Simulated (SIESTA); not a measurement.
An input for SIESTA 5.4.2 (Be):

Contents of Be.fdf:

```
SystemName                      Be
SystemLabel                     Be
NumberOfSpecies                 1
NumberOfAtoms                   7
%block ChemicalSpeciesLabel
  1   4 Be
%endblock ChemicalSpeciesLabel

LatticeConstant                 1.0 Ang
%block LatticeVectors
     2.2995019849     0.0000000000     0.0000000000
    -1.1497509924     1.9914271350     0.0000000000
     0.0000000000     0.0000000000    25.8027000000
%endblock LatticeVectors
AtomicCoordinatesFormat         Fractional
%block AtomicCoordinatesAndAtomicSpecies
     0.3333333333     0.6666666666     0.2906672558  1  Be
     0.6666666667     0.3333333334     0.3604448372  1  Be
     0.3333333333     0.6666666666     0.4302224186  1  Be
     0.6666666667     0.3333333334     0.5000000000  1  Be
     0.3333333333     0.6666666666     0.5697775814  1  Be
     0.6666666667     0.3333333334     0.6395551628  1  Be
     0.3333333333     0.6666666666     0.7093327442  1  Be
%endblock AtomicCoordinatesAndAtomicSpecies

%block kgrid.MonkhorstPack
   13   0   0  0.0
    0  13   0  0.0
    0   0   1  0.0
%endblock kgrid.MonkhorstPack
XC.Functional                   GGA
XC.Authors                      PBE
PAO.BasisSize                   DZP
PAO.EnergyShift                 0.003 Ry
Mesh.Cutoff                     800 Ry
OccupationFunction              FD
ElectronicTemperature           0.05 Ang
Slab.DipoleCorrection           vacuum
MaxSCFIterations                100
SCF.MustConverge                false
SCF.Mixer.Method                Pulay
SCF.Mixer.Weight                0.25
SCF.Mixer.History               8
SCF.DM.Tolerance                5.0e-05
SCF.H.Tolerance                 1.0e-03 eV
WriteForces                     true
Charge.Mulliken                 end
Charge.Hirshfeld                end
Charge.Voronoi                  end
SaveRho                         true
SaveElectrostaticPotential      true
%block PAO.PolarizationScheme
  Be non-perturbative
%endblock PAO.PolarizationScheme
%block PAO.Basis
  Be 3
  n=1 0 2
    2.105 0.000
  n=2 0 2
    8.861 0.000
  n=2 1 1
    8.861
%endblock PAO.Basis
```

Potentials or basis: PseudoDojo 0.4 standard (PBE files), DZP (energy shift 0.003 Ry; two zetas on semicore shells).

Run with:

```bash
$ siesta Be.fdf > Be.out 2>&1
```

Question: What does the program do with it?

Answer: The run stopped without a result. It printed:

Be.out:

```text
Version         : 5.4.2

                           ***********************
                           *  WELCOME TO SIESTA  *
                           ***********************

 NOTE: Siesta V5 introduces some new defaults for basis-set generation
 NOTE: which might lead to slightly different numerical results.
 NOTE: Please see the manual for full details and compatibility measures.

[... 208 lines left out ...]
siesta: can be found in file out.fdf
siesta:
redata: Spin configuration                          = none
STOP Stopping Program
*************************************************************
ERROR

FDF module: fdf_convfac: Incompatible dimensions: energy:Ry , length:Ang

     File: fdf.F90
[... 28 lines left out ...]
redata: Require DM convergence for SCF              =   T
redata: DM tolerance for SCF                        =     0.000050
redata: Require EDM convergence for SCF             =   F
redata: EDM tolerance for SCF                       =     0.001000 eV
redata: Require H convergence for SCF               =   T
redata: Hamiltonian tolerance for SCF               =     0.001000 eV
redata: Require (free) Energy convergence for SCF   =   F
redata: (free) Energy tolerance for SCF             =     0.000100 eV
redata: Using DFT-D3 dispersion                     =   F
redata: Using Saved Data (generic)                  =   F
redata: Use continuation files for DM               =   T
redata: Neglect nonoverlap interactions             =   F
redata: Method of Calculation                       = Diagonalization
```
